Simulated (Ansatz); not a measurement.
# AlH4NO2: the cost of one run

Program: Ansatz 0.2.0. Level of theory: RKS B3LYP-D4/def2-SVP. These are calculated values, not measurements.

## (1) Starting point

Bond lengths: Al1–N2 2.238 Å, Al1–O3 1.626 Å, Al1–H4 1.813 Å, Al1–O5 1.632 Å, N2–H6 1.008 Å, N2–H7 1.008 Å, O5–H8 0.947 Å. Angles: Al1–N2–H6 123.7°, Al1–N2–H7 125.2°, H6–N2–H7 109.6°, N2–Al1–O3 80.3°, N2–Al1–H4 36.9°, N2–Al1–O5 126.6°, O3–Al1–H4 43.4°, O3–Al1–O5 153.1°, H4–Al1–O5 163.5°, Al1–O5–H8 166.9°.

Structure file:

```xyz
8

Al   -0.4592    0.0253    0.7916
N     0.4111    0.1042   -1.2691
O    -1.6997    0.7119   -0.0037
H    -0.8152    0.5279   -0.9133
O     0.2590   -0.5734    2.1297
H     1.0218    0.8396   -1.5900
H     0.4463   -0.6695   -1.9146
H     0.8360   -0.9661    2.7694
```

## (2) Pulling towards end A

Springs on the bonds that form and break draw the guess towards this end; the thresholds are loose.

Input file input.yaml:

```yaml
crystal:
  periodic: [false, false, false]
  atoms:
    - { symbol: Al, position_ang: [-0.4592, 0.0253, 0.7916] }
    - { symbol: "N", position_ang: [0.4111, 0.1042, -1.2691] }
    - { symbol: O, position_ang: [-1.6997, 0.7119, -0.0037] }
    - { symbol: H, position_ang: [-0.8152, 0.5279, -0.9133] }
    - { symbol: O, position_ang: [0.259, -0.5734, 2.1297] }
    - { symbol: H, position_ang: [1.0218, 0.8396, -1.59] }
    - { symbol: H, position_ang: [0.4463, -0.6695, -1.9146] }
    - { symbol: H, position_ang: [0.836, -0.9661, 2.7694] }
basis:
  gaussian: { orbitals: def2-SVP }
hamiltonian:
  xc: b3lyp
  dispersion: d4
relax:
  f_tol: 0.15
  max_steps: 25
  restrain:
    - { distance: [3, 1], at: 2.32, k: 30.0 }
    - { distance: [0, 1], at: 1.92, k: 30.0 }
    - { distance: [3, 2], at: 0.97, k: 30.0 }
```

Run with:

```bash
ansatz run input.yaml --threads 2 --pin off --max-ram 3072MiB --backend cpu --events-out ev --progress --plain --runs-dir out
```

**Question.** How long does this run take on 2 threads of Arm Neoverse V1, shared host, and how much memory does it need?

About 25 s, with a peak of 0.15 GiB.
